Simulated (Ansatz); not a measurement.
**C2H5FSSiZn: one species, many methods**

How much do the methods differ for C2H5FSSiZn? The plan is to run it at one geometry with functionals of several rungs and with coupled cluster, and see how far each lands from CCSD(T) at the basis-set limit for the atomisation energy.

The runs use Ansatz 0.2.0, Gaussian basis; functionals in def2-TZVPP, the program's frozen cores in correlated methods.

Plan: LDA (SPW92), PBE-D4, revPBE-D4, BLYP-D4, r2SCAN-D4, B97M-V, PBE0-D4, B3LYP-D4, r2SCANh-D4, r2SCAN0-D4, HSE06-D4, BHLYP-D4, CAM-B3LYP-D4, LC-ωPBE, ωB97X-V, ωB97M-V, B2PLYP, PBE-QIDH; CCSD(T)/def2-SVP; CCSD(T)/def2-TZVPP; MP2/def2-QZVPP; extrapolation to the limit; RPA on PBE.

### 1 The geometry

All runs share one geometry, relaxed beforehand with PBE0-D4 in a triple-zeta def2 set.

11 atoms, charge 0, spin multiplicity 1.

Atoms are counted from 1 here; the program's logs count them from 0.

Bond lengths: F1–Si2 1.611 Å, Si2–C3 1.892 Å, Si2–Zn6 2.344 Å, Si2–H7 1.485 Å, C3–C4 1.542 Å, C3–H8 1.098 Å, C3–H9 1.097 Å, C4–S5 1.854 Å, C4–H10 1.091 Å, C4–H11 1.091 Å, S5–Zn6 2.199 Å. Angles: F1–Si2–C3 110.1°, F1–Si2–Zn6 115.9°, F1–Si2–H7 106.7°, C3–Si2–Zn6 85.6°, C3–Si2–H7 110.4°, Zn6–Si2–H7 125.5°, Si2–C3–C4 117.0°, Si2–C3–H8 109.3°, Si2–C3–H9 105.6°, C4–C3–H8 108.7°, C4–C3–H9 109.0°, H8–C3–H9 106.7°, C3–C4–S5 117.6°, C3–C4–H10 109.3°, C3–C4–H11 110.3°, S5–C4–H10 104.3°, S5–C4–H11 107.9°, H10–C4–H11 106.9° and more.

### 2 LDA

This LDA is Slater exchange with PW92 correlation.

File in.yaml:

```yaml
crystal:
  periodic: [false, false, false]
  atoms:
    - {symbol: F, position_ang: [-2.401239, 0.169003, 0.965833]}
    - {symbol: Si, position_ang: [-0.920008, 0.796181, 1.051235]}
    - {symbol: C, position_ang: [0.356660, -0.463625, 0.448499]}
    - {symbol: C, position_ang: [0.514783, -0.625740, -1.076329]}
    - {symbol: S, position_ang: [1.070314, 0.855559, -2.043671]}
    - {symbol: Zn, position_ang: [-0.246217, 2.087293, -0.785099]}
    - {symbol: H, position_ang: [-0.680535, 1.132637, 2.477514]}
    - {symbol: H, position_ang: [0.132782, -1.445025, 0.885882]}
    - {symbol: H, position_ang: [1.314749, -0.140100, 0.874917]}
    - {symbol: H, position_ang: [1.275184, -1.381337, -1.281188]}
    - {symbol: H, position_ang: [-0.416483, -0.984846, -1.517602]}
basis:
  gaussian: {orbitals: def2-TZVPP}
hamiltonian: {xc: lda}
output: {orbitals: {seedname: orbitals}}
```

Command:

```
ansatz run in.yaml --threads 2 --pin off --events-out ev --progress --plain --max-ram 32768MiB --backend cuda --devices 0, --max-vram 18GiB
```

The runs that follow: PBE-D4 (GGA); revPBE-D4 (GGA); BLYP-D4 (GGA); r2SCAN-D4 (meta-GGA); B97M-V (meta-GGA); PBE0-D4 (hybrid); B3LYP-D4 (hybrid); r2SCANh-D4 (hybrid); r2SCAN0-D4 (hybrid); HSE06-D4 (hybrid); BHLYP-D4 (hybrid); CAM-B3LYP-D4 (range-separated); LC-ωPBE (range-separated); ωB97X-V (range-separated); ωB97M-V (range-separated); B2PLYP (double hybrid); PBE-QIDH (double hybrid); CCSD(T) in def2-SVP; CCSD(T) in def2-TZVPP; MP2 in def2-QZVPP; RPA on PBE orbitals.

Before running them: what should the planned runs give, taken together? Wanted: atomisation energy, CCSD(T)/CBS; farthest beyond LDA; mean size of error, GGA; mean size of error, meta-GGA; mean size of error, hybrid; mean size of error, range-separated; mean size of error, double hybrid; gap, smallest and largest; T1 diagnostic.

As calculated:

| quantity | value |
| --- | --- |
| atomisation energy, CCSD(T)/CBS | 916.2 kcal/mol |
| functionals within 4.6 kcal/mol (0.5 %) | B97M-V, PBE0-D4, r2SCANh-D4, CAM-B3LYP-D4, LC-ωPBE, ωB97M-V, PBE-QIDH |
| farthest beyond LDA | BHLYP-D4 (-31.5 kcal/mol) |
| mean size of error, GGA | 11.9 kcal/mol |
| mean size of error, meta-GGA | 5.1 kcal/mol |
| mean size of error, hybrid | 9.7 kcal/mol |
| mean size of error, range-separated | 3.3 kcal/mol |
| mean size of error, double hybrid | 8.5 kcal/mol |
| gap, smallest and largest | 2.42 eV (BLYP-D4), 8.80 eV (LC-ωPBE) |
| T1 diagnostic | 0.0148 |
| triples share of the correlation energy | 3.8 % |

LDA overbinds by 140.4 kcal/mol (15 %). PBE-D4 is off by +18.2 kcal/mol. Double hybrids carry the basis error of their MP2 part in triple zeta, and no dispersion term here, so their miss is partly the set-up's. By mean error the best rung here is range-separated (3.3 kcal/mol) and the worst beyond LDA is GGA (11.9 kcal/mol). The gap between the best rungs is small, so their order is not settled. Misses under about 4.6 kcal/mol are within the doubt on the reference itself, which lacks core-valence correlation, relativity and higher excitations. Hartree-Fock recovers 72 % of the binding; the rest is correlation. CCSD(T) in def2-SVP is off by -63.3 kcal/mol, worse than the median functional, from the basis alone. Orbital gaps span 2.4 to 8.8 eV; exact exchange widens them. For Zn the d shell is correlated and the shells below it are frozen.
